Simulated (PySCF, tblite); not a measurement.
# C3H7N2PSi: geometry, infrared bands and NMR shifts

Wanted: the infrared bands and NMR shifts of C3H7N2PSi (`Cc1nn([SiH3])cp1`), by calculation.

Programs: tblite 0.8.0 and PySCF 2.14.0, with density-fitted response routines of our own. Each step states its level of theory. These are calculated values for one molecule in the gas phase, unless marked as measured. Atoms count from 0, in the outputs and in this text.

### 1 The starting structure

14 atoms, charge 0, multiplicity 1; geometry from: force field or distance geometry start.

Bonds of the start (Å): C0–C1 1.50, C1–N2 1.34, N2–N3 1.38, N3–Si4 1.78, N3–C5 1.36, C5–P6 1.84, P6–C1 1.85, C0–H7 1.09, C0–H8 1.10, C0–H9 1.09, Si4–H10 1.50, Si4–H11 1.49, Si4–H12 1.50, C5–H13 1.07.

### 2 Optimising the geometry with GFN2-xTB

Job settings and geometry (Å):

```
{"job": {"kind": "relax", "xc": "GFN2-xTB", "basis": "xTB"}, "charge": 0, "multiplicity": 1}
C      2.715600    -0.301600     0.150400
C      1.308400     0.214500     0.111600
N      0.293300    -0.638200    -0.065200
N     -0.881300     0.080500    -0.063300
Si    -2.452900    -0.731800    -0.270400
C     -0.767900     1.422800     0.136700
P      0.961300     2.015800     0.340200
H      3.311700     0.165200    -0.638100
H      2.743000    -1.387100     0.005500
H      3.175500    -0.082100     1.119100
H     -2.536400    -1.399700    -1.609300
H     -2.709500    -1.732300     0.800200
H     -3.554200     0.280300    -0.207600
H     -1.607400     2.093100     0.168000
```

Command:

```sh
OMP_NUM_THREADS=1 python probes_run.py task.json out
```

One launch serves the whole session: the jobs run in the order shown.

What it wrote:

```text
step      E/eV     max force
  0    -546.24067    4.314
  1    -546.60989    1.851
  2    -546.68252    1.109
  3    -546.70125    0.345
  4    -546.71382    0.282
  5    -546.72787    0.469
  6    -546.74193    0.426
  7    -546.75458    0.293
  8    -546.76465    0.248
  9    -546.77216    0.249
 10    -546.77778    0.199
 11    -546.78107    0.104
 12    -546.78282    0.097
 13    -546.78396    0.094
 14    -546.78499    0.089
 15    -546.78611    0.078
 16    -546.78760    0.099
 17    -546.78971    0.152
 18    -546.79248    0.167
 19    -546.79569    0.149
 20    -546.79892    0.129
 21    -546.80157    0.143
 22    -546.80313    0.117
 23    -546.80380    0.050
 24    -546.80411    0.051
 25    -546.80442    0.048
 26    -546.80480    0.069
 27    -546.80518    0.056
 28    -546.80552    0.052
 29    -546.80583    0.051
 30    -546.80609    0.049
 31    -546.80625    0.041
 32    -546.80633    0.025
 33    -546.80640    0.024
 34    -546.80648    0.031
 35    -546.80656    0.033
 36    -546.80661    0.019
 37    -546.80662    0.005
```

Wall time 0.69 s (1 thread of Intel Xeon at 2.50GHz, shared host); peak memory 0.18 GiB.

Relaxation path: (not every step is listed)

| step | energy from step 0 (eV) | largest force (eV/Å) |
| --- | --- | --- |
| 0 | 0.0000 | 4.3141 |
| 1 | -0.3692 | 1.8507 |
| 2 | -0.4418 | 1.1095 |
| 3 | -0.4606 | 0.3450 |
| 4 | -0.4732 | 0.2819 |
| 5 | -0.4872 | 0.4686 |
| 6 | -0.5013 | 0.4265 |
| 7 | -0.5139 | 0.2934 |
| 8 | -0.5240 | 0.2485 |
| 10 | -0.5371 | 0.1993 |
| 12 | -0.5421 | 0.0966 |
| 14 | -0.5443 | 0.0891 |
| 16 | -0.5469 | 0.0986 |
| 18 | -0.5518 | 0.1674 |
| 20 | -0.5582 | 0.1289 |
| 22 | -0.5625 | 0.1171 |
| 24 | -0.5634 | 0.0508 |
| 26 | -0.5641 | 0.0695 |
| 28 | -0.5648 | 0.0522 |
| 30 | -0.5654 | 0.0492 |
| 32 | -0.5657 | 0.0248 |
| 33 | -0.5657 | 0.0244 |
| 34 | -0.5658 | 0.0309 |
| 35 | -0.5659 | 0.0333 |
| 36 | -0.5659 | 0.0193 |
| 37 | -0.5659 | 0.0049 |

Distances of close pairs at the start and the end, largest changes first:

| bond | before (Å) | after (Å) | change (Å) |
| --- | --- | --- | --- |
| C5–P6 | 1.839 | 1.713 | -0.126 |
| C1–P6 | 1.849 | 1.785 | -0.064 |
| N2–N3 | 1.377 | 1.334 | -0.043 |
| Si4–H10 | 1.499 | 1.459 | -0.040 |
| C1–N2 | 1.337 | 1.302 | -0.036 |
| Si4–H12 | 1.497 | 1.462 | -0.035 |
| Si4–H11 | 1.488 | 1.458 | -0.029 |
| N3–Si4 | 1.781 | 1.760 | -0.021 |

The final coordinates are the input of the step that follows.

### 3 Infrared spectrum with GFN2-xTB

Job settings and geometry (Å):

```
{"job": {"kind": "ir", "xc": "GFN2-xTB", "basis": "xTB"}, "charge": 0, "multiplicity": 1}
C      2.613808    -0.360038     0.136900
C      1.250211     0.238341     0.120519
N      0.202220    -0.513259    -0.055729
N     -0.926818     0.196632    -0.040795
Si    -2.380290    -0.767230    -0.275349
C     -0.754116     1.520508     0.149559
P      0.888366     1.973446     0.327717
H      3.227326     0.079827    -0.648438
H      2.542996    -1.433615    -0.018929
H      3.099231    -0.164017     1.092233
H     -2.251081    -1.396319    -1.584915
H     -2.416865    -1.730319     0.819311
H     -3.472934     0.202353    -0.216240
H     -1.622734     2.153216     0.171990
```

What it wrote:

```text
mode    cm-1     km/mol
  1      35.2      0.47
  2      66.8      0.54
  3     110.6      1.43
  4     140.6      1.16
  5     240.7      2.70
  6     298.7      1.98
  7     426.6     30.47
  8     462.8      0.06
  9     549.8     34.95
 10     556.8      9.33
 11     589.5     75.49
 12     595.1     23.23
 13     685.7     37.87
 14     745.2    132.84
 15     748.2     77.24
 16     761.2    147.68
 17     788.1    467.61
 18     928.5     16.77
 19     951.7     11.03
 20    1000.2      3.05
 21    1021.7      6.84
 22    1122.4     91.08
 23    1213.9     71.82
 24    1258.7     70.02
 25    1321.6    174.01
 26    1389.4      8.46
 27    1461.9     19.54
 28    1464.3      7.17
 29    1522.8     32.83
 30    2283.1    229.88
 31    2309.0    330.53
 32    2312.0    158.92
 33    3001.2     17.34
 34    3013.5     10.54
 35    3042.8     16.97
 36    3119.9     11.31
```

Run time: 1.4 s. Hardware: 1 thread of Intel Xeon at 2.50GHz, shared host; peak memory 0.18 GiB.

Which atoms move in the most intense modes:

| cm⁻¹ | km/mol | atoms |
| --- | --- | --- |
| 745 | 132.8 | H13 41 %, H12 32 % |
| 761 | 147.7 | H10 43 %, H11 42 %, H12 10 % |
| 788 | 467.6 | H10 31 %, H11 31 %, H12 30 % |
| 1122 | 91.1 | H13 40 %, N3 19 %, C5 17 %, N2 17 % |
| 1322 | 174.0 | C5 42 %, N3 41 % |
| 2283 | 229.9 | H12 97 % |
| 2309 | 330.5 | H10 60 %, H11 36 % |
| 2312 | 158.9 | H11 61 %, H10 37 % |

### 4 Nuclear shieldings: PBE0/pcSseg-1

Settings changed since step 3:

```diff
@@ -1,2 +1,2 @@
-{"job": {"kind": "ir", "xc": "GFN2-xTB", "basis": "xTB"}, "charge": 0, "multiplicity": 1}
+{"job": {"kind": "nmr", "xc": "PBE0", "basis": "pcSseg-1"}, "charge": 0, "multiplicity": 1}
 C      2.613808    -0.360038     0.136900
```

Method: GIAO PBE0/pcSseg-1 NMR shielding, non-relativistic, gas phase.

What it wrote:

```text
coarse grid: 12976 points
cycle   1  E = -858.2371758994  dE =  1.063e+00  |g| = 3.242e-01  |ddm| = 3.645e+00
cycle   2  E = -858.2286811358  dE =  8.495e-03  |g| = 3.858e-01  |ddm| = 7.080e-01
cycle   3  E = -858.2612543954  dE = -3.257e-02  |g| = 1.197e-01  |ddm| = 4.089e-01
cycle   4  E = -858.2642303431  dE = -2.976e-03  |g| = 4.001e-02  |ddm| = 1.260e-01
cycle   5  E = -858.2646094839  dE = -3.791e-04  |g| = 1.084e-02  |ddm| = 4.418e-02
cycle   6  E = -858.2646367607  dE = -2.728e-05  |g| = 3.814e-03  |ddm| = 1.515e-02
cycle   7  E = -858.2646398841  dE = -3.123e-06  |g| = 1.331e-03  |ddm| = 4.422e-03
final grid: 117064 points
cycle   8  E = -858.3023765463  dE = -2.382e-05  |g| = 7.905e-03  |ddm| = 2.721e-02
cycle   9  E = -858.3023511939  dE =  2.535e-05  |g| = 1.231e-02  |ddm| = 1.943e-02
cycle  10  E = -858.3023920663  dE = -4.087e-05  |g| = 2.053e-03  |ddm| = 1.416e-02
cycle  11  E = -858.3023931360  dE = -1.070e-06  |g| = 4.252e-04  |ddm| = 2.127e-03
cycle  12  E = -858.3023931727  dE = -3.674e-08  |g| = 1.391e-04  |ddm| = 4.611e-04
cycle  13  E = -858.3023931770  dE = -4.290e-09  |g| = 3.445e-05  |ddm| = 1.187e-04
cycle  14  E = -858.3023931773  dE = -2.474e-10  |g| = 1.706e-05  |ddm| = 5.516e-05
converged SCF energy = -858.3023931773

GIAO shielding tensors (ppm)
atom      isotropic    diamagn.    paramagn.     s11        s22        s33       span
  0 C      165.994     246.728     -80.735    150.022    158.256    189.703     39.681
  1 C        2.009     263.618    -261.608   -111.461      3.071    114.418    225.879
  2 N     -103.382     328.730    -432.112   -349.692   -108.394    147.939    497.631
  3 N       32.349     330.917    -298.569    -48.988     14.842    131.192    180.180
  4 Si     396.400     881.262    -484.862    368.437    377.479    443.284     74.847
  5 C       11.743     257.671    -245.927   -131.771     41.994    125.007    256.778
  6 P      206.172     968.502    -762.330     72.942     98.939    446.635    373.693
  7 H       28.766      28.140       0.626     24.279     27.548     34.470     10.191
  8 H       28.799      29.369      -0.570     23.648     28.163     34.587     10.938
  9 H       28.766      28.136       0.630     24.304     27.511     34.484     10.179
 10 H       26.465      29.700      -3.235     22.872     25.066     31.458      8.586
 11 H       26.461      29.706      -3.244     22.851     25.086     31.448      8.597
 12 H       26.681      29.643      -2.962     22.542     26.447     31.053      8.511
 13 H       22.808      31.679      -8.871     20.550     20.970     26.904      6.353
```

It took 69 s on 1 thread of Intel Xeon at 2.50GHz, shared host; peak memory 0.75 GiB.

The references, computed at this level on geometries of the same kind, shield at (ppm): 1H TMS 31.72, 13C TMS 186.9, 29Si TMS 349.2, 15N NH3 267.7, 31P H3PO4 318.4. Their shielding less the atom's gives the shift. The references are single molecules in the gas phase, so shifts against H2O, NH3, PH3, H3PO4 or CFCl3 are not on the usual liquid scales and can be off by tens of ppm. Atoms listed in one row are averaged.

| atoms | environment | σ (ppm) | δ (ppm) | δ scaled to CDCl3 |
| --- | --- | --- | --- | --- |
| C1 | substituted aromatic carbon next to a ring nitrogen | 2.0 | 184.9 | 178.6 |
| C5 | aromatic CH next to a ring nitrogen | 11.7 | 175.2 | 169.1 |
| C0 | methyl carbon on an aromatic ring | 166.0 | 20.9 | 18.5 |
| H13 | hydrogen on an aromatic CH next to a ring nitrogen | 22.81 | 8.91 | 8.50 |
| H10, H11, H12 | hydrogen on a silicon bonded to N | 26.54 | 5.18 | – |
| H7, H8, H9 | hydrogen on a methyl carbon on an aromatic ring | 28.78 | 2.94 | 2.88 |
| N2 | pyridine-type nitrogen of an azole | -103.4 | 371.1 | – |
| N3 | pyrrole-type ring nitrogen | 32.3 | 235.4 | – |
| Si4 | silicon bonded to N, 3 H | 396.4 | -47.2 | – |
| P6 | phosphorus bonded to 2 C, in a 5-membered ring | 206.2 | 112.2 | – |

The scaled column applies a straight-line fit of computed shieldings to shifts measured in CDCl3 (root-mean-square error 0.16 ppm for H, 1.9 ppm for C).

The run also stored atomic charges by several schemes (e):

| atoms | Mulliken | IAO | Hirshfeld | ESP fit |
| --- | --- | --- | --- | --- |
| C0 | -0.16 | -0.43 | -0.12 | -0.49 |
| C1 | -0.28 | -0.08 | -0.01 | 0.50 |
| N2 | -0.21 | -0.23 | -0.13 | -0.51 |
| N3 | -0.47 | -0.22 | -0.06 | 0.08 |
| Si4 | 0.67 | 0.77 | 0.38 | 0.43 |
| C5 | -0.11 | -0.31 | -0.07 | -0.18 |
| P6 | 0.30 | 0.21 | 0.00 | -0.23 |

Mayer bond orders: C0–C1 1.03, C1–N2 1.58, N2–N3 1.13, N3–Si4 0.78, N3–C5 1.20, C5–P6 1.44, P6–C1 1.16.

Ring of atoms C1, N2, N3, C5, P6: NICS(0) -12.1, NICS(1) -12.3, NICS(1)zz -29.1 ppm (means of both faces).

### 5 Summary of results

| quantity | value |
| --- | --- |
| strongest single infrared mode (GFN2-xTB) | 788 cm⁻¹, 468 km/mol |
| zero-point energy (GFN2-xTB) | 59.4 kcal/mol |
| 13C shifts against TMS (PBE0/pcSseg-1) | 184.9, 175.2, 20.9 ppm |
| 1H shifts against TMS (PBE0/pcSseg-1, means over atoms taken as alike) | 8.91, 5.18, 2.94 ppm |
| 15N shifts against NH3 (PBE0/pcSseg-1) | 371.1, 235.4 ppm |
| 29Si shifts against TMS (PBE0/pcSseg-1) | -47.2 ppm |
| 31P shifts against H3PO4 (PBE0/pcSseg-1) | 112.2 ppm |

Over 37 steps the energy fell by 0.566 eV; of the close pairs, C5–P6 changed most, 1.839 to 1.713 Å. No mode is imaginary among the 36: a minimum at this level. The strongest single mode, at 788 cm⁻¹, has its largest shares on H10, H11 and H12 (the list is cut at 3 atoms). Unscaled tight-binding wavenumbers are off by several per cent, some by more. Its intensities can rank the bands wrongly. At PBE0/pcSseg-1: The widest tensor belongs to N2: span 498 ppm, with a paramagnetic part of -432 ppm. NICS(1)zz of -29 ppm above the planar ring from C1 marks a diatropic (aromatic) ring current.
